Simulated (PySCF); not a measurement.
# A diatomic session: NaTl+

An exercise on one series of results from a longer session: the logs are not shown, and one member is left open.

The runs use PySCF 2.14.0; Na cc-pVDZ, Tl cc-pVDZ-PP with ECP60, scalar-relativistic core potentials.

Set-up of the first run:

A driver script around PySCF takes these settings:

```
atoms                         : Na, Tl
charge                        : 1
basis                         : Na cc-pVDZ, Tl cc-pVDZ-PP with ECP60
Hamiltonian                   : scalar-relativistic core potentials
basis functions               : 41
electrons treated             : 31
masses in u                   : 22.9898, 204.9744
levels                        : PBE0, PBE, r²SCAN, BLYP, PBEsol, B97-3, HSE06, HF, MP2, SCS-MP2, CCSD, CCSD(T)
grid                          : 80 radial by 434 angular points
occupations                   : held fixed by the projection of orbital angular momentum
dissociation limit            : Na+ + Tl, each in its ground configuration
starting distance in angstrom : 3.105
values of 2S to try           : 1, 3
```

Started as:

```console
OMP_NUM_THREADS=1 python dia.py task.json out
```

Steps of the session up to this table: The job; PBE0 along the bond; Other states along the same grid; PBE; r²SCAN; BLYP (GGA); PBEsol; B97-3; HSE06 (range-separated hybrid); UHF; Correlated methods on the Hartree–Fock reference.

One table of the session follows, with a row left open; its other results are not shown here.

Differences from CCSD(T) in the same basis:

| level | Re (mÅ) | ωe (%) |
| --- | --- | --- |
| UHF | +89 | -7.1 |
| UHF-MP2 | +4 | -1.1 |
| UHF-SCS-MP2 | +21 | -2.3 |
| UHF-CCSD | +4 | -0.4 |
| PBE | +68 | -13.5 |
| PBEsol | +25 | -10.2 |
| BLYP | +95 | -17.6 |
| r²SCAN | +11 | -4.9 |
| PBE0 | ? | ? |
| B97-3 | +8 | -3.3 |
| HSE06 | +27 | -9.0 |

Q: Estimate the row for PBE0 from the others.

**Answer.** Re (mÅ): +20; ωe (%): -8.0. In the column «Re (mÅ)» it lies between r²SCAN (+11) and UHF-SCS-MP2 (+21).
